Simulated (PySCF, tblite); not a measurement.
# chlorogermane (GeH₃Cl): dynamics, then NMR shifts and electronic excitations on frames, part 2 of 2

tblite 0.8.0 and PySCF 2.14.0. Atoms count from 0. Earlier steps stand in the parts before.

## 8. TDDFT and polarisability: 625 fs, PBE0/def2-SVPD

Job settings and geometry (Å):

```
{"job": {"kind": "uv", "xc": "PBE0", "basis": "def2-SVPD", "nstates": 5, "ntriplets": 0}, "charge": 0, "multiplicity": 1}
Cl     1.394800     0.188900    -0.085400
Ge    -0.132200    -0.838100    -1.055000
H     -0.626700    -1.463000     0.269400
H     -1.213600     0.115300    -1.524300
H      0.403600    -1.854300    -1.970500
```

With the program's defaults for keys left out, this is: TDDFT PBE0/def2-SVPD, vertical, gas phase, core orbitals frozen in the response.

The log of the run:

```text
coarse grid: 21152 points
cycle   1  E = -2538.1785854780  dE = -5.463e-01  |g| = 4.257e-01  |ddm| = 2.278e+00
cycle   2  E = -2538.1674518576  dE =  1.113e-02  |g| = 5.065e-01  |ddm| = 8.024e-01
cycle   3  E = -2538.2070188670  dE = -3.957e-02  |g| = 1.144e-02  |ddm| = 4.699e-01
cycle   4  E = -2538.2070507008  dE = -3.183e-05  |g| = 6.451e-03  |ddm| = 2.680e-02
cycle   5  E = -2538.2070633488  dE = -1.265e-05  |g| = 7.218e-04  |ddm| = 8.555e-03
cycle   6  E = -2538.2070635106  dE = -1.617e-07  |g| = 1.555e-04  |ddm| = 1.265e-03
final grid: 40904 points
cycle   7  E = -2538.2070357997  dE = -1.117e-08  |g| = 1.415e-04  |ddm| = 7.402e-04
cycle   8  E = -2538.2070358008  dE = -1.150e-09  |g| = 1.282e-04  |ddm| = 3.882e-04
cycle   9  E = -2538.2070358051  dE = -4.263e-09  |g| = 7.821e-06  |ddm| = 1.873e-04
cycle  10  E = -2538.2070358051  dE = -2.365e-11  |g| = 1.790e-06  |ddm| = 1.194e-05
converged SCF energy = -2538.2070358051

Static polarisability (au): isotropic 44.543, principal 41.011 41.172 51.446

Singlet excitations
state   eV       nm        f      main configurations
  1   6.6084    187.6   0.00408   H->L 0.99
  2   7.0845    175.0   0.01938   H-1->L 0.98
  3   7.4154    167.2   0.01773   H->L+1 0.97
  4   7.9083    156.8   0.00792   H-1->L+1 0.97
  5   8.0701    153.6   0.03377   H->L+2 0.94
```

Wall time 2 s (1 thread of Intel Xeon 6975P-C, shared host); peak memory 0.38 GiB.

This run: HOMO -8.48 eV, LUMO -0.42 eV; lowest singlet 6.61 eV.

## 9. NMR shieldings: 800 fs, PBE0/pcSseg-1

Job settings and geometry (Å):

```
{"job": {"kind": "nmr", "xc": "PBE0", "basis": "pcSseg-1", "pop": false}, "charge": 0, "multiplicity": 1}
Cl     1.346200     0.095400    -0.371700
Ge    -0.107400    -0.999900    -1.334300
H     -1.003100    -1.239700    -0.127000
H     -0.810400    -0.232100    -2.366900
H      0.482600    -2.339900    -1.829300
```

With the program's defaults for keys left out, this is: GIAO PBE0/pcSseg-1 NMR shielding, non-relativistic, gas phase.

The log of the run:

```text
coarse grid: 21152 points
cycle   1  E = -2538.3152491506  dE = -5.890e-01  |g| = 8.752e-01  |ddm| = 2.081e+00
cycle   2  E = -2538.2907915085  dE =  2.446e-02  |g| = 9.101e-01  |ddm| = 9.226e-01
cycle   3  E = -2538.3688581365  dE = -7.807e-02  |g| = 7.154e-02  |ddm| = 5.750e-01
cycle   4  E = -2538.3695667571  dE = -7.086e-04  |g| = 1.161e-02  |ddm| = 6.503e-02
cycle   5  E = -2538.3696033954  dE = -3.664e-05  |g| = 1.654e-03  |ddm| = 1.385e-02
cycle   6  E = -2538.3696040392  dE = -6.438e-07  |g| = 4.165e-04  |ddm| = 2.030e-03
final grid: 40904 points
cycle   7  E = -2538.3696011265  dE = -1.943e-08  |g| = 4.228e-04  |ddm| = 9.295e-04
cycle   8  E = -2538.3696011323  dE = -5.820e-09  |g| = 4.125e-04  |ddm| = 7.953e-04
cycle   9  E = -2538.3696011611  dE = -2.879e-08  |g| = 2.532e-05  |ddm| = 3.651e-04
cycle  10  E = -2538.3696011612  dE = -8.413e-11  |g| = 2.067e-06  |ddm| = 1.612e-05
converged SCF energy = -2538.3696011612

GIAO shielding tensors (ppm)
atom      isotropic    diamagn.    paramagn.     s11        s22        s33       span
  0 Cl    1089.217    1149.638     -60.421   1016.613   1103.064   1147.974    131.362
  1 Ge    1441.436    2756.367   -1314.931   1305.445   1403.016   1615.848    310.402
  2 H       26.273      28.248      -1.975     18.502     22.712     37.604     19.102
  3 H       27.117      28.656      -1.539     19.959     22.113     39.280     19.321
  4 H       26.152      26.962      -0.811     19.510     21.767     37.178     17.668
```

It took 1.9 s on 1 thread of Intel Xeon 6975P-C, shared host; peak memory 0.38 GiB.

In short: δ Cl0 -139, Ge1 -110, H4 5.57, H2 5.44 ppm.

## 10. Ultraviolet spectrum: 800 fs, PBE0/def2-SVPD

Job settings and geometry (Å):

```
{"job": {"kind": "uv", "xc": "PBE0", "basis": "def2-SVPD", "nstates": 5, "ntriplets": 0}, "charge": 0, "multiplicity": 1}
Cl     1.346200     0.095400    -0.371700
Ge    -0.107400    -0.999900    -1.334300
H     -1.003100    -1.239700    -0.127000
H     -0.810400    -0.232100    -2.366900
H      0.482600    -2.339900    -1.829300
```

Level: TDDFT PBE0/def2-SVPD, vertical, gas phase, core orbitals frozen in the response.

The log of the run:

```text
coarse grid: 21152 points
cycle   1  E = -2538.1839096291  dE = -5.345e-01  |g| = 4.181e-01  |ddm| = 2.286e+00
cycle   2  E = -2538.1744339416  dE =  9.476e-03  |g| = 4.916e-01  |ddm| = 7.563e-01
cycle   3  E = -2538.2098207153  dE = -3.539e-02  |g| = 1.016e-02  |ddm| = 4.453e-01
cycle   4  E = -2538.2098452320  dE = -2.452e-05  |g| = 5.940e-03  |ddm| = 2.506e-02
cycle   5  E = -2538.2098560211  dE = -1.079e-05  |g| = 6.092e-04  |ddm| = 7.824e-03
cycle   6  E = -2538.2098561290  dE = -1.079e-07  |g| = 1.453e-04  |ddm| = 1.132e-03
final grid: 40904 points
cycle   7  E = -2538.2098265553  dE = -1.110e-08  |g| = 1.219e-04  |ddm| = 8.284e-04
cycle   8  E = -2538.2098265561  dE = -7.149e-10  |g| = 1.110e-04  |ddm| = 3.303e-04
cycle   9  E = -2538.2098265593  dE = -3.234e-09  |g| = 6.481e-06  |ddm| = 1.614e-04
cycle  10  E = -2538.2098265593  dE = -1.000e-11  |g| = 2.217e-06  |ddm| = 1.038e-05
converged SCF energy = -2538.2098265593

Static polarisability (au): isotropic 44.252, principal 40.467 41.281 51.009

Singlet excitations
state   eV       nm        f      main configurations
  1   6.9707    177.9   0.00797   H->L 0.98
  2   7.2508    171.0   0.02093   H-1->L 0.96
  3   7.6829    161.4   0.02041   H->L+1 0.97
  4   7.9601    155.8   0.01363   H-1->L+1 0.97
  5   8.4858    146.1   0.02554   H->L+2 0.80, H-1->L+2 0.10
```

Wall time 2 s (1 thread of Intel Xeon 6975P-C, shared host); peak memory 0.38 GiB.

In short: HOMO -8.69 eV, LUMO -0.27 eV; lowest singlet 6.97 eV.

## 11. Shielding tensors: 1000 fs, PBE0/pcSseg-1

Job settings and geometry (Å):

```
{"job": {"kind": "nmr", "xc": "PBE0", "basis": "pcSseg-1", "pop": false}, "charge": 0, "multiplicity": 1}
Cl     1.271300     0.271000    -0.022600
Ge    -0.225800    -0.641300    -1.046100
H     -1.216500     0.258700    -1.607200
H      0.263600    -1.521400    -2.102200
H     -0.992900    -1.586200    -0.154000
```

Level: GIAO PBE0/pcSseg-1 NMR shielding, non-relativistic, gas phase.

The log of the run:

```text
coarse grid: 21152 points
cycle   1  E = -2538.3145569301  dE = -5.186e-01  |g| = 8.682e-01  |ddm| = 2.122e+00
cycle   2  E = -2538.2937218281  dE =  2.084e-02  |g| = 8.920e-01  |ddm| = 8.627e-01
cycle   3  E = -2538.3637749752  dE = -7.005e-02  |g| = 7.100e-02  |ddm| = 5.369e-01
cycle   4  E = -2538.3644332989  dE = -6.583e-04  |g| = 1.109e-02  |ddm| = 6.209e-02
cycle   5  E = -2538.3644677784  dE = -3.448e-05  |g| = 1.687e-03  |ddm| = 1.344e-02
cycle   6  E = -2538.3644683903  dE = -6.119e-07  |g| = 4.064e-04  |ddm| = 1.995e-03
final grid: 40904 points
cycle   7  E = -2538.3644347668  dE = -2.143e-08  |g| = 3.763e-04  |ddm| = 8.473e-04
cycle   8  E = -2538.3644347712  dE = -4.332e-09  |g| = 3.839e-04  |ddm| = 6.461e-04
cycle   9  E = -2538.3644347923  dE = -2.110e-08  |g| = 4.403e-05  |ddm| = 2.899e-04
cycle  10  E = -2538.3644347925  dE = -1.933e-10  |g| = 2.931e-06  |ddm| = 2.674e-05
converged SCF energy = -2538.3644347925

GIAO shielding tensors (ppm)
atom      isotropic    diamagn.    paramagn.     s11        s22        s33       span
  0 Cl    1122.268    1148.991     -26.723   1036.896   1159.853   1170.054    133.158
  1 Ge    1446.841    2754.849   -1308.008   1311.008   1331.474   1698.042    387.034
  2 H       27.667      28.895      -1.228     20.203     22.365     40.433     20.231
  3 H       27.588      28.542      -0.953     20.139     22.421     40.205     20.066
  4 H       27.027      28.125      -1.098     19.939     22.280     38.863     18.925
```

Run time: 1.9 s. Hardware: 1 thread of Intel Xeon 6975P-C, shared host; peak memory 0.38 GiB.

This run: δ Cl0 -172, Ge1 -116, H4 4.69, H3 4.13 ppm.

## 12. Ultraviolet spectrum: 1000 fs, PBE0/def2-SVPD

Job settings and geometry (Å):

```
{"job": {"kind": "uv", "xc": "PBE0", "basis": "def2-SVPD", "nstates": 5, "ntriplets": 0}, "charge": 0, "multiplicity": 1}
Cl     1.271300     0.271000    -0.022600
Ge    -0.225800    -0.641300    -1.046100
H     -1.216500     0.258700    -1.607200
H      0.263600    -1.521400    -2.102200
H     -0.992900    -1.586200    -0.154000
```

Method: TDDFT PBE0/def2-SVPD, vertical, gas phase, core orbitals frozen in the response.

The log of the run:

```text
coarse grid: 21152 points
cycle   1  E = -2538.1817893315  dE = -4.627e-01  |g| = 4.079e-01  |ddm| = 2.359e+00
cycle   2  E = -2538.1747269328  dE =  7.062e-03  |g| = 4.702e-01  |ddm| = 7.045e-01
cycle   3  E = -2538.2039495687  dE = -2.922e-02  |g| = 1.013e-02  |ddm| = 4.522e-01
cycle   4  E = -2538.2039787272  dE = -2.916e-05  |g| = 5.040e-03  |ddm| = 2.472e-02
cycle   5  E = -2538.2039868576  dE = -8.130e-06  |g| = 9.042e-04  |ddm| = 6.902e-03
final grid: 40904 points
cycle   6  E = -2538.2039690354  dE = -5.149e-08  |g| = 7.541e-04  |ddm| = 2.224e-03
cycle   7  E = -2538.2039690199  dE =  1.544e-08  |g| = 7.894e-04  |ddm| = 1.948e-03
cycle   8  E = -2538.2039691956  dE = -1.757e-07  |g| = 9.233e-05  |ddm| = 1.004e-03
cycle   9  E = -2538.2039691964  dE = -7.667e-10  |g| = 8.044e-06  |ddm| = 6.487e-05
converged SCF energy = -2538.2039691964

Static polarisability (au): isotropic 43.032, principal 39.141 39.602 50.352

Singlet excitations
state   eV       nm        f      main configurations
  1   7.2380    171.3   0.01825   H->L 0.96
  2   7.4278    166.9   0.02432   H-1->L 0.96
  3   8.0632    153.8   0.02213   H->L+1 0.97
  4   8.2471    150.3   0.00901   H-1->L+1 0.97
  5   8.7788    141.2   0.00035   H-1->L+2 0.67, H->L+3 0.32
```

Wall time 1.9 s (1 thread of Intel Xeon 6975P-C, shared host); peak memory 0.38 GiB.

In short: HOMO -8.89 eV, LUMO -0.20 eV; lowest singlet 7.24 eV.

## 13. Side by side: NMR shifts

Shifts (ppm), with basis size and wall time:

```csv
frame,H2,H4,H3,Cl0,Ge1,functions,time
250 fs,5.97,5.05,4.07,-125,-92,80,2.2 s
425 fs,5.61,4.72,5.82,-129,-101,80,1.9 s
625 fs,5.93,4.78,5.35,-133,-120,80,1.9 s
800 fs,5.44,5.57,4.60,-139,-110,80,1.9 s
1000 fs,4.05,4.69,4.13,-172,-116,80,1.9 s
```

## 14. Side by side: electronic excitations

Excitations and ground-state properties, with basis size and wall time:

```csv
frame,lowest singlet (eV),brightest (eV),f,gap (eV),α (Å³),μ (D),functions,time
250 fs,6.70,6.74,0.014,8.16,6.65,2.35,89,2 s
425 fs,6.96,7.13,0.021,8.42,6.71,1.70,89,1.9 s
625 fs,6.61,8.07,0.034,8.05,6.60,2.03,89,2 s
800 fs,6.97,8.49,0.026,8.42,6.56,1.73,89,2 s
1000 fs,7.24,7.43,0.024,8.69,6.38,1.15,89,1.9 s
```

## 15. Summary of results

This closing draws on all 2 parts.

```
                                         quantity                        value
                                       thermostat                        300 K
                    mean temperature, second half                        281 K
          mean potential energy above the minimum                      0.12 eV
    1H shifts against TMS (PBE0/pcSseg-1, 250 fs)         5.97, 5.05, 4.07 ppm
  35Cl shifts against HCl (PBE0/pcSseg-1, 250 fs)                     -125 ppm
73Ge shifts against GeMe4 (PBE0/pcSseg-1, 250 fs)                      -92 ppm
          lowest singlet (PBE0/def2-SVPD, 250 fs)  6.70 eV (185 nm), f = 0.012
         brightest single state of those computed  state 2, 6.74 eV, f = 0.014
                        range of the shift of Cl0             -172 to -125 ppm
                      range of the lowest singlet              6.61 to 7.24 eV
```

**Reading.** In the second half the potential energy averages 0.12 eV above the minimum; equipartition over 9 harmonic modes at 300 K would give 0.12 eV. With 5 atoms the temperature swings widely (116 to 580 K). Shifts at one fixed geometry are not the observed spectrum, which averages over the motion. In the first frame run (250 fs): The largest span, 311 ppm, is at Ge1, where the paramagnetic term is -1332 ppm. The lowest singlet, at 6.70 eV, is HOMO→LUMO 0.98 and is weak; of the 5 states computed, the strongest absorption comes from state 2 at 6.74 eV. In ppm, Cl0 moves most: its shift spreads over 48 ppm, from -172 (1000 fs) to -125 (250 fs). The lowest singlet runs from 6.61 eV (625 fs) to 7.24 eV (1000 fs), while the orbital gap spans 8.05 to 8.69 eV. The lowest state need not be the same one in every run. The runs solved for a few states only, so the brightest column depends on that window. Spin-orbit coupling is left out, which matters for shieldings and couplings at and beside the heavy atoms.
